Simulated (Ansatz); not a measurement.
# BH₃O₃ + H₂ + HF: a complex and its separated parts

Aim: how far the complex at one end of a reaction step lies below its separated, relaxed parts, level by level.

The runs use Ansatz 0.2.0, Gaussian basis; PBE0-D4/def2-TZVP structures, single points in def2-TZVPP, no counterpoise correction.

Levels: SPW92, PBE-D4, BLYP-D4, r2SCAN-D4, B97M-V, PBE0-D4, B3LYP-D4, r2SCAN0-D4, BHLYP-D4, CAM-B3LYP-D4, wB97X-V, wB97M-V, B2PLYP, PBE-QIDH, RPA on PBE, Hartree-Fock, MP2, CCSD, CCSD(T).

Correlated methods freeze the cores. B3LYP uses VWN-RPA correlation. B2PLYP carries no dispersion term here.

26 further runs of the same task are left out: 26 set aside as unsound or not needed.

## (1) The starting structure

The complex: 11 atoms, charge 0, spin multiplicity 1.

Atoms are counted from 1 here; the program's logs count them from 0.

Bond lengths: B1–O3 1.353 Å, B1–O4 1.360 Å, B1–O6 1.386 Å, H2–H7 0.747 Å, O3–H9 0.966 Å, O4–H10 0.960 Å, H5–F8 0.947 Å, O6–H11 0.959 Å. Angles: O3–B1–O4 122.2°, O3–B1–O6 119.8°, O4–B1–O6 117.9°, B1–O3–H9 113.5°, B1–O4–H10 112.5°, B1–O6–H11 114.0°.

Coordinates:

```xyz
11
charge 0, multiplicity 1
B    -1.0391   -0.2478   -0.1326
H     2.1065    1.9684   -0.7668
O    -0.3525   -0.9138   -1.0895
O    -2.3052    0.2067   -0.3317
H     1.0773   -0.5996    1.1513
O    -0.4511   -0.0119    1.1000
H     2.2230    1.3188   -0.4173
F     1.8463   -1.0287    0.8022
H     0.5380   -1.1684   -0.8168
H    -2.6337    0.0040   -1.2105
H    -1.0096    0.4722    1.7118
```

Its parts: BH₃O₃ holds atoms 1, 3, 4, 6, 9, 10, 11; H₂ holds atoms 2, 7; HF holds atoms 5, 8. Each part counts its atoms afresh in its own runs.

## (2) Relaxing BH₃O₃ alone

Input file relax-a/in.yaml:

```yaml
crystal:
  periodic: [false, false, false]
  atoms:
    - {symbol: B, position_ang: [-1.039077, -0.247769, -0.132637]}
    - {symbol: O, position_ang: [-0.352486, -0.913797, -1.089491]}
    - {symbol: O, position_ang: [-2.305166, 0.206736, -0.331700]}
    - {symbol: O, position_ang: [-0.451103, -0.011923, 1.100003]}
    - {symbol: H, position_ang: [0.538033, -1.168416, -0.816834]}
    - {symbol: H, position_ang: [-2.633670, 0.004027, -1.210533]}
    - {symbol: H, position_ang: [-1.009580, 0.472211, 1.711797]}
basis:
  gaussian: {orbitals: def2-TZVP}
hamiltonian: {xc: pbe0, dispersion: d4}
relax: {f_tol: 0.005, max_steps: 200}
```

The command line of these runs was not kept.

The runs that follow: Relaxing H₂ alone; Relaxing HF alone; wB97M-V/def2-TZVPP; CCSD(T)/def2-TZVPP; Vibrations of BH₃O₃; Vibrations of H₂; Vibrations of HF.

**Question.** What will these runs give? Wanted: complex less parts, CCSD(T)/def2-TZVPP; with zero-point energy; largest T1 diagnostic.

As calculated:

| quantity | value |
| --- | --- |
| complex less parts, CCSD(T)/def2-TZVPP | -43.5 kJ/mol |
| with zero-point energy | -30.4 kJ/mol |
| largest T1 diagnostic | 0.012 |

**Reading.** At CCSD(T) the complex lies 43.5 kJ/mol below its parts. B2PLYP is the best functional here (-0.2 kJ/mol from CCSD(T)); SPW92 is the worst (-35.9 kJ/mol). By rung, the mean size of the error is: LDA 35.9, GGA 8.2, meta-GGA 6.4, hybrid 5.8, range-separated hybrid 7.1, double hybrid 0.7 kJ/mol. PBE-D4 gives a relative energy 10.3 kJ/mol too low, outside chemical accuracy (1 kcal/mol, 4.2 kJ/mol). No counterpoise was applied, and triple zeta lacks some correlation, so the CCSD(T) reference has a basis error of its own, and close matches with it are partly luck.
